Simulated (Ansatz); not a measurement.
# Hg2O: the cost of one run

Method: DFT PBE, scalar-relativistic, plane waves, PAW, in Ansatz 0.2.0.

1 further run of the same task is left out (it didn't finish).

## (1) The system as given

Symmetry: Pnnm, No. 58, orthorhombic system. The conventional cell has a = 4.838 Å, b = 5.905 Å, c = 3.686 Å, α = 90.00°, β = 90.00°, γ = 90.00°. Hg (site symmetry m) has 1 Hg at 2.41 Å and 3 O at 2.44 to 2.45 Å as nearest neighbours. O (site symmetry 2/m) is surrounded by 6 Hg at 2.44 to 2.45 Å.

As a file:

```
CELL_PARAMETERS angstrom
4.83847 0.00000 0.00000
0.00000 5.90531 0.00000
0.00000 0.00000 3.68649
ATOMIC_POSITIONS crystal
Hg 0.20040 0.37870 0.00000
Hg 0.79960 0.62130 0.00000
Hg 0.70040 0.12130 0.50000
Hg 0.29960 0.87870 0.50000
O 0.00000 0.00000 0.00000
O 0.50000 0.50000 0.50000
```

This is candidate A: marcasite type (Pnnm, No. 58).

(A quick probe on a coarse mesh, which set the mesh and smearing, is not shown.)

## (3) A loose first relaxation (candidate A)

The input, input.yaml:

```yaml
crystal:
  lattice:
    - [4.8384685637, 0.0, 0.0]
    - [0.0, 5.9053135424, 0.0]
    - [0.0, 0.0, 3.6864937101]
  atoms:
    - { symbol: Hg, position: [0.2004, 0.3787, 0.0] }
    - { symbol: Hg, position: [0.7996, 0.6213, 0.0] }
    - { symbol: Hg, position: [0.7004, 0.1213, 0.5] }
    - { symbol: Hg, position: [0.2996, 0.8787, 0.5] }
    - { symbol: O, position: [0.0, 0.0, 0.0] }
    - { symbol: O, position: [0.5, 0.5, 0.5] }
basis:
  ecutwfc: 420
kpoints:
  mp_grid: { grid: [4, 4, 6] }
hamiltonian:
  xc: pbe
scf:
  occupations: { method: gaussian, width: 0.1 }
  lower_state_search: "off"
output:
  forces: true
  stress: true
  eigenvalues: true
relax:
  adjacent_minimum: "off"
  f_tol: 0.04
  max_steps: 70
  cell: { stress_tol: 0.4 }
```

Launch:

```bash
ansatz run input.yaml --threads 1 --pin off --max-ram 2560MiB --backend cpu --events-out ev --progress --plain --runs-dir out
```

**Question.** How long does this run take on 1 thread of Intel Xeon Platinum 8488C (Sapphire Rapids), shared host, and how much memory does it need?

About 66 s, with a peak of 0.52 GiB.
